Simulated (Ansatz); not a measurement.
**CCSD(T)/def2-SVP (core potential) run of InPH6 (SMILES [PH3+][InH3-])**

Aim: the electronic atomisation energy of InPH6 at CCSD(T)/def2-SVP (core potential), from 4 runs. 

The calculation is run with Ansatz 0.2.0.

50 further runs of the same task are left out: 3 that didn't finish, 47 set aside as unsound or not needed.

## (1) The system as given

The species is InPH6 (8 atoms), meant as a singlet with charge 0. SMILES: `[PH3+][InH3-]`. Geometry: relaxed at PBE0-D4/def2-TZVP.

Bond lengths: P1–In2 2.782 Å, P1–H3 1.411 Å, P1–H4 1.411 Å, P1–H5 1.411 Å, In2–H6 1.731 Å, In2–H7 1.731 Å, In2–H8 1.731 Å. Some angles: P1–In2–H6 95.3°, P1–In2–H7 95.1°, P1–In2–H8 95.2°, In2–P1–H3 119.8°, In2–P1–H4 119.6°, In2–P1–H5 119.7°, H6–In2–H7 119.2°, H6–In2–H8 119.2°, H7–In2–H8 119.2°, H3–P1–H4 97.6°.

## (2) A single-point energy at CCSD(T)/def2-SVP (core potential)

in.yaml reads:

```yaml
crystal:
  periodic: [false, false, false]
  atoms:
    - symbol: P
      position_ang: [-0.593300, 0.062600, -1.026600]
    - symbol: In
      position_ang: [0.822000, -0.099900, 1.362800]
    - symbol: H
      position_ang: [-1.997500, -0.077200, -1.021800]
    - symbol: H
      position_ang: [-0.318900, -0.855700, -2.062100]
    - symbol: H
      position_ang: [-0.526800, 1.240500, -1.800800]
    - symbol: H
      position_ang: [0.023300, 1.240800, 2.111900]
    - symbol: H
      position_ang: [2.376100, 0.140700, 0.638900]
    - symbol: H
      position_ang: [0.307400, -1.708800, 1.741800]
basis:
  gaussian:
    orbitals: def2-SVP
correlation:
  method: ccsd_t
  frozen_orbitals: {H: 0, In: 4, P: 5}
accuracy: high
scf:
  omitted_lower_state_checks: [cluster_reference, increment]
```

On the command line:

```sh
ansatz run in.yaml --threads 1 --pin off --max-ram 3480MiB --events-out events.jsonl --progress --plain --runs-dir runs
```

Output (excerpt; [...] marks lines left out):

```text
Warning: RAYON_NUM_THREADS=1 ignored (pool sized by the plan → 1); use --threads N
Functional definition: HF
  name "HF"
[...]
1767 factors; integrals over basis functions are off by at most 4.0e-9 eV
[...]
mean field -14511.26196102 eV, -533.2790409807 hartree, gradient 2.1e-8 eV, S^2 0.000000; 0 other end points of the search recorded, 0 dependent functions left out
9 core orbitals not correlated: weight in the atoms' cores, before any rotation towards them, 1.000 or more for the frozen orbitals, at most 0.000 for the correlated occupied ones
reference -14511.26196102 eV, -533.2790409807 hartree; 12, 12 occupied and 53, 53 virtual orbitals, 1767 factors
second order -6.56190501 eV of doubles, -0.00000000 eV of singles
cycle   1  -7.52052791 eV  change   -9.6e-1 eV  update   7.8e-2
[...]
cycle  20  -7.91634784 eV  change  -5.0e-10 eV  update  8.3e-10
perturbative correction -0.19707341 eV, -0.0072423143 hartree
Total energy: -14519.37538227 eV, -533.5772037122 hartree
Checks for a lower state left out: cluster_reference, increment
```

It took 7.8 s on 1 thread of Intel Xeon Platinum 8488C (Sapphire Rapids), shared host; peak memory 0.36 GiB.

## (3) The H atom: the energy at UHF/def2-SVP

run.yaml reads:

```yaml
crystal:
  periodic: [false, false, false]
  atoms:
    - symbol: H
      position_ang: [0.000000, 0.000000, 0.000000]
basis:
  gaussian: {orbitals: def2-SVP}
magnetization: {spin_polarized: true, initial_magnetization: 1}
hamiltonian: {xc: hf}
accuracy: high
```

Run the same way, it converges to -0.49928 Eh (log not shown).

## (4) The In atom

job.yaml reads:

```yaml
crystal:
  periodic: [false, false, false]
  atoms:
    - {symbol: In, position_ang: [0.000000, 0.000000, 0.000000]}
basis:
  gaussian: {orbitals: def2-SVP}
magnetization: {spin_polarized: true, initial_magnetization: 1}
correlation: {method: ccsd_t, frozen_orbitals: {In: 4}}
accuracy: high
scf: {omitted_lower_state_checks: [cluster_reference, increment]}
```

Run the same way, it converges to -189.27253 Eh (log not shown).

## (5) The P atom

input.yaml reads:

```yaml
crystal:
  periodic: [false, false, false]
  atoms:
    - symbol: P
      position_ang: [0.000000, 0.000000, 0.000000]
basis:
  gaussian: {orbitals: def2-SVP}
magnetization: {spin_polarized: true, initial_magnetization: 3}
correlation: {method: ccsd_t, frozen_orbitals: {P: 5}}
accuracy: high
scf: {omitted_lower_state_checks: [cluster_reference, increment]}
```

Run the same way, it converges to -340.67692 Eh (log not shown).

## (6) What came out

Level: CCSD(T)/def2-SVP (core potential), 9 core orbitals frozen.

| quantity | value |
| --- | --- |
| molecule: total energy | -533.57720 Eh |
| molecule: correlation energy (9 core orbitals frozen) | -298.2 mEh |
| molecule: (T) correction | -7.24 mEh |
| molecule: T1 diagnostic | 0.010 |
| H atom: total energy | -0.49928 Eh |
| H atom: ⟨S²⟩ | 0.750 |
| In atom: total energy | -189.27253 Eh |
| In atom: correlation energy (4 core orbitals frozen) | -66.2 mEh |
| In atom: (T) correction | -1.89 mEh |
| In atom: ⟨S²⟩ of the reference determinant | 0.759 |
| In atom: T1 diagnostic | 0.007 |
| P atom: total energy | -340.67692 Eh |
| P atom: correlation energy (5 core orbitals frozen) | -79.5 mEh |
| P atom: (T) correction | -1.02 mEh |
| P atom: ⟨S²⟩ of the reference determinant | 3.750 |
| P atom: T1 diagnostic | 0.005 |
| electronic atomisation energy | 17.200 eV |

Taking the molecule apart into free atoms costs 17.20 eV (397 kcal/mol), before zero-point energy and without spin-orbit coupling. The triples (molecule) make up 2.4 % of the correlation energy. The triples (In atom) make up 2.9 % of the correlation energy. The triples (P atom) make up 1.3 % of the correlation energy.
